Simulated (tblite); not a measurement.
# C3H10B2SSi: the cost of one run

Computed with tblite 0.8.0 and PySCF 2.14.0, with density-fitted response routines of our own, on a single molecule in the gas phase. Atoms count from 0, in the outputs and in this text.

## 1. Starting geometry

17 atoms, charge 0, multiplicity 1; geometry from: force field or distance geometry start.

Bonds of the start (Å): B0–B1 1.67, B1–S2 1.91, S2–Si3 2.16, Si3–C4 1.87, C4–C5 1.48, C5–C6 1.34, B0–H7 1.18, B0–H8 1.18, B1–H9 1.18, Si3–H10 1.47, Si3–H11 1.47, C4–H12 1.10, C4–H13 1.10, C5–H14 1.09, C6–H15 1.08, C6–H16 1.10.

## 2. Relaxing the molecule with GFN2-xTB

What the job is given:

```
{"job": {"kind": "relax", "xc": "GFN2-xTB", "basis": "xTB"}, "charge": 0, "multiplicity": 1}
B     -2.904000     1.314800     0.541700
B     -3.126500    -0.306600     0.209900
S     -1.746400    -1.452500     0.852300
Si    -0.167300    -1.266300    -0.616000
C      1.491800    -0.993200     0.194100
C      1.805400     0.444100     0.373300
C      2.865500     1.049000    -0.173000
H     -3.843200     1.935900     0.885200
H     -1.844900     1.701700     0.886600
H     -3.481100    -0.535600    -0.889600
H     -0.122600    -2.513200    -1.390900
H     -0.472500    -0.120300    -1.489400
H      2.247200    -1.403300    -0.499300
H      1.576500    -1.533100     1.149800
H      1.143300     1.040700     0.993100
H      3.580700     0.531400    -0.789100
H      2.991200     2.118500     0.050200
```

On the command line:

```sh
$ OMP_NUM_THREADS=1 python probes_run.py task.json out
```

This one command runs all jobs of the session in turn.

**Question.** How long does this first job take on 1 thread of Intel Xeon at 2.50GHz, shared host, and how much memory does it need?

About 4.7 s, with a peak of 0.18 GiB.
